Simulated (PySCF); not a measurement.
# [Pm(H2O)2]3+: other functionals and bases at one geometry

One table from this session's results is given with a row withheld; the runs are named, their logs left out.

The runs use PySCF 2.14.0; several levels, as the steps say, no spin–orbit coupling.

4 further runs of the same task are left out: 2 for a known fault of the program, 2 that didn't finish.

### Where the work starts

7 atoms, charge 3, spin multiplicity 1.

Bond lengths: Pm1–O2 2.290 Å, Pm1–O5 2.290 Å, O2–H3 1.004 Å, O2–H4 1.005 Å, O5–H6 1.005 Å, O5–H7 1.004 Å. Angles: O2–Pm1–O5 112.1°, Pm1–O2–H3 129.8°, Pm1–O2–H4 127.7°, H3–O2–H4 102.5°, Pm1–O5–H6 128.1°, Pm1–O5–H7 129.4°, H6–O5–H7 102.5°.

Geometry (Å):

```xyz
7
charge 3, multiplicity 1
Pm   -0.2078   -1.0868   -0.0074
O    -0.0274    0.1678    1.8995
H     0.2504    1.1254    2.0141
H    -0.2053   -0.1220    2.8449
O     0.0895    0.1708   -1.8985
H     0.4472   -0.1253   -2.7898
H    -0.1286    1.1367   -2.0628
```

Formal oxidation states: Pm +3. Each metal's 4 4f electrons lie in its core potential, so multiplicities, spins and levels count the valence alone. An earlier session relaxed this geometry at PBE, Pm lcecp-1-SVP with ECP50, O def2-SVP, H def2-SVP (singlet, point group C1).

At PBE on the finer grid: E = -185.517524 Eh, HOMO -24.41 eV, LUMO -19.36 eV, Mulliken charge on Pm1 +2.16 e, largest force component 0.016 eV/Å. 

Levels to run: CAM-B3LYP; M06-L; revPBE; BP86; PBE, TZVP. Hardware: 2 threads of Arm Neoverse V2, shared host.

Set-up of the first run:

run.py (the lines that set the calculation)

```python
mol = gto.M(atom='''
Pm    -0.20779    -1.08678    -0.00738
O     -0.02745     0.16781     1.89948
H      0.25044     1.12539     2.01410
H     -0.20532    -0.12198     2.84486
O      0.08947     0.17077    -1.89849
H      0.44718    -0.12531    -2.78976
H     -0.12862     1.13668    -2.06280''',
    basis={'Pm': 'lcecp-1-SVP', 'O': 'def2-SVP', 'H': 'def2-SVP'},
    ecp={'Pm': 'lcecp-1-SVP'},
    charge=3, spin=0)
mf = dft.RKS(mol, xc='CAMB3LYP')
mf.grids.atom_grid = (75, 302)  # f atoms: unpruned, at least (60, 302)
mf = mf.density_fit()  # fitting sets: Pm AutoAux, O def2-universal-JKFIT, H def2-universal-JKFIT
mf.conv_tol = 1e-08; mf.max_cycle = 55
mf.kernel(dm0)  # dm0: the density of the relaxed state
```

On the command line:

```bash
$ OMP_NUM_THREADS=2 python run.py
```

Among the steps run: CAM-B3LYP; M06-L; revPBE; BP86; PBE, TZVP.

One table of the session follows, with a row left open; its other results are not shown here.

```
             level  HOMO (eV)  gap (eV)  charge on Pm1 (e)  dipole (D)  largest force component (eV/Å)
PBE (relaxed here)     -24.41      5.05               2.16        3.06                            0.02
         CAM-B3LYP     -27.62     10.35               2.26        2.67                            0.37
             M06-L          ?         ?                  ?           ?                               ?
            revPBE     -24.36      5.07               2.17        3.01                            0.18
              BP86     -24.51      5.15               2.17        3.04                            0.06
         PBE, TZVP     -24.43      5.13               2.34        3.04                            0.25
```

**Question.** Estimate the row for M06-L.

As computed: HOMO (eV): -24.68; gap (eV): 5.90; charge on Pm1 (e): 2.31; dipole (D): 2.65; largest force component (eV/Å): 0.59. In the column «HOMO (eV)» it lies between CAM-B3LYP (-27.62) and BP86 (-24.51).

The dipole of a charged species depends on the origin, so these sizes hold for this origin alone.

In one basis the HOMO–LUMO gap runs from 5.05 eV (PBE) to 10.35 eV (CAM-B3LYP). The largest leftover force, 0.59 eV/Å with M06-L, stands at a geometry relaxed at another level. With 4f in the core, its levels are missing from HOMO and gap, and its count is fixed, so no charge can pass from the ligands into it. Total energies of different levels can't be compared.
